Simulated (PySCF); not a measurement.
# C9H17N: the cost of one run

Computed with PySCF 2.14.0 and routines of our own; the level stands in each step. Atoms count from 0.

## (1) The system as given

27 atoms, charge 0, multiplicity 1; geometry from: GFN2-xTB.

## (2) Magnetic properties: GIAO B3LYP/pcSseg-1

The job: settings as JSON, then the geometry in Å.

```
{"job": {"kind": "mag", "xc": "B3LYP", "basis": "pcSseg-1", "isotopologues": 0}, "charge": 0, "multiplicity": 1}
C      2.635967    -1.437840     0.365892
N      1.267131    -1.212491    -0.047223
C      0.743302     0.071734     0.376128
C      1.341363     1.228351    -0.446824
C      0.195470     2.228597    -0.677108
C     -0.969207     1.708676     0.167920
C     -0.770850     0.197636     0.161826
C     -1.334245    -0.542644    -1.068009
C     -2.213497    -1.402710    -0.147346
C     -1.679822    -0.642359     1.076559
H      2.786812    -1.338057     1.453171
H      2.936974    -2.439329     0.062611
H      3.281480    -0.715992    -0.133307
H      0.678548    -1.947178     0.335034
H      0.945258     0.249771     1.452246
H      1.706895     0.831776    -1.392990
H      2.178225     1.690605     0.075175
H     -0.089875     2.237063    -1.729116
H      0.476667     3.243374    -0.397701
H     -0.891661     2.079059     1.192851
H     -1.939277     2.003504    -0.230366
H     -1.892182     0.096727    -1.748940
H     -0.582881    -1.093002    -1.627466
H     -1.966602    -2.462787    -0.156988
H     -3.283846    -1.294373    -0.311835
H     -1.149525    -1.256130     1.804497
H     -2.430517    -0.055556     1.603472
```

Level: GIAO B3LYP/pcSseg-1 magnetisability, rotational g tensor and spin-rotation constants, non-relativistic, gas phase.

Started as:

```bash
$ OMP_NUM_THREADS=1 python excited_run.py task.json out
```

The driver reads the jobs from task.json and runs them one after another.

Q: Estimate the wall time and peak memory of this first job on 1 thread of Arm Neoverse V2, shared host.

About 80 s, with a peak of 1.2 GiB.
